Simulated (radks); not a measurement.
# Cr⁺ in [Ar] 3d5: an all-electron calculation

An exercise on one series of results from a longer session: the logs are not shown, and one member is left open.

Program: radks (a radial shooting solver on a logarithmic mesh, Libxc functionals) version 1. Level of theory: Dirac Kohn-Sham, exchange-only PBE, spin-unpolarised, spherical densities, point nucleus; open shells are shared between the two j in proportion to 2j + 1. These are calculated values, not measurements, unless marked.

## What is computed

| Quantity | Value |
| --- | --- |
| element | chromium (Z = 24) |
| charge | +1 |
| electrons | 23 |
| configuration | [Ar] 3d5 |

The outer shells:

Cr⁺
```
[Ar] core
3d [↑ ][↑ ][↑ ][↑ ][↑ ]
```

The first run:

Settings of this run:

```text
Z 24
configuration [Ar] 3d5 4s0 4p0
relativity Dirac
functional pbe,
spin unpolarised
j_filling average
nucleus point
c 137.035999084
```

One table of the session follows, with a row left open; its other results are not shown here.

It belongs to the step «Orbitals and density». Sizes of the orbitals, from the radial functions (bohr):

| level | <r> | outermost maximum (interpolated) | 90 % within | nodes |
| --- | --- | --- | --- | --- |
| 1s1/2 | 0.06355 | 0.0416 | 0.113 | 0 |
| 2s1/2 | 0.2930 | 0.244 | 0.455 | 1 |
| 2p1/2 | 0.2579 | 0.196 | 0.424 | 0 |
| 2p3/2 | 0.2608 | 0.198 | 0.428 | 0 |
| 3s1/2 | 0.9028 | 0.777 | 1.36 | 2 |
| 3p1/2 | 0.9615 | 0.794 | 1.49 | 1 |
| 3p3/2 | 0.9707 | 0.801 | 1.50 | 1 |
| 4s1/2 | 3.128 | 2.61 | 4.70 | 3 |
| 3d3/2 | ? | ? | ? | ? |
| 3d5/2 | 1.449 | 0.841 | 2.63 | 0 |
| 4p1/2 | 4.015 | 3.35 | 6.07 | 2 |
| 4p3/2 | 4.043 | 3.37 | 6.11 | 2 |

**Question.** Estimate the row for 3d3/2.

The run gave: <r>: 1.441; outermost maximum (interpolated): 0.838; 90 % within: 2.61; nodes: 0. In the column «<r>» it lies between 3p3/2 (0.9707) and 3d5/2 (1.449).

Caveats from the session: Spin polarisation and multiplet splitting are left out.
